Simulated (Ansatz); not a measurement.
**HfH3 (Pm-3m): frozen displacement of one atom, by script**

Wanted for HfH3 (Pm-3m): a frozen displacement of one atom.

All numbers are computed with Ansatz 0.2.0 through its Python package. Level of theory: DFT PBEsol, plane waves, PAW.

**1. The system**

The structure is cubic, space group Pm-3m (No. 221). Conventional cell: a = 3.085 Å, b = 3.085 Å, c = 3.085 Å, α = 90.00°, β = 90.00°, γ = 90.00°. Hf (site symmetry m-3m) has 12 H at 2.18 Å as nearest neighbours. H (site symmetry 4/mmm) has 4 Hf at 2.18 Å and 8 H at 2.18 Å as nearest neighbours.

No structure file is read: the coordinates are typed or built in the script.

**2. The script**

push.py reads:

```python
import warnings

import ansatz as az
import numpy as np

FUNCTIONAL = "pbesol"
SMEARING = "Fermi-Dirac"


def main() -> None:
    warnings.simplefilter("ignore", az.DeckWarning)

    lattice = az.Lattice.of(
        [3.084554, 0.0, 0.0],
        [0.0, 3.084554, 0.0],
        [0.0, 0.0, 3.084554],
    )
    sites = [
        ("Hf", [0.0, 0.0, 0.0]),
        ("H", [0.0, 0.5, 0.5]),
        ("H", [0.5, 0.0, 0.5]),
        ("H", [0.5, 0.5, 0.0]),
    ]
    cell = az.Crystal(lattice=lattice)
    for symbol, position in sites:
        cell = cell.atom(symbol, position)

    inverse = np.linalg.inv(np.array(cell.lattice.vectors))
    home = np.array(cell.sites[3].position)
    values = np.linspace(-0.1, 0.1, 5)
    energies, pulls = [], []
    for shift in values:
        moved = cell.move(3, to=home + shift * inverse[0])
        model = (
            moved.calculation()
            .basis(31 * az.Ry)
            .kpoints(8)
            .functional(FUNCTIONAL)
            .occupations(SMEARING, width=100 * az.meV)
            .forces()
        )
        report = model.run(threads=1).report
        energies.append(report["free_energy_ev"])
        pulls.append(report["forces_ev_ang"][3][0])

    print("shift (A)   dE (eV)   force along x (eV/A)")
    for shift, e, f in zip(values, energies, pulls):
        print(f"{shift:8.3f} {e - energies[2]:10.5f} {f:12.4f}")
    print(f"stiffness from energies {2 * np.polyfit(values, energies, 2)[0]:.3f}, from forces {-np.polyfit(values, pulls, 1)[0]:.3f} eV/A^2")


if __name__ == "__main__":
    main()
```

**3. The input behind the calls**

The package turns the script's settings into the engine's input (first run):

```yaml
crystal:
  lattice:
    - [3.084554, 0.0, 0.0]
    - [0.0, 3.084554, 0.0]
    - [0.0, 0.0, 3.084554]
  atoms:
    - { symbol: Hf, position: [0.0, 0.0, 0.0] }
    - { symbol: H, position: [0.0, 0.5, 0.5] }
    - { symbol: H, position: [0.5, 0.0, 0.5] }
    - { symbol: H, position: [0.4675804022234657, 0.5, 0.0] }
basis:
  ecutwfc: 421.77648681281397
kpoints:
  mp_grid:
    grid: [8, 8, 8]
hamiltonian:
  xc: pbesol
scf:
  occupations:
    method: fermi_dirac
    width: 0.1
output:
  forces: true
```

**4. Running it**

The run is started by

```
$ python push.py
```

**Question.** How stiff is this displacement, and do energies and forces agree?

**Answer**, as computed:

| quantity | value |
| --- | --- |
| runs compared | 5 |
| range of energy | 3.57 meV/atom |
| lowest point, shift of atom 4 from run 1 (Å) | 0.100 |

In words: The curvature of the energy gives 2.855 eV/Å² and the slope of the force 2.856 eV/Å², a positive curvature. Reading the output:
- The mesh is modest for a metal, so energies can be off by several to tens of meV an atom and pressures by half a GPa or more; differences at equal mesh fare better.
- In a metal a curvature from energy changes of a few meV or less hangs on mesh and smearing, in size and even in sign.
- Spin-orbit coupling, which matters for elements this heavy, is left out.
- This cell is a computed structure, which may not be the phase found in nature.
- All periodic images of the atom move with it, so the curvature is one diagonal element of the zone-centre force constants and no normal mode; a positive value doesn't exclude soft modes in which several atoms move.
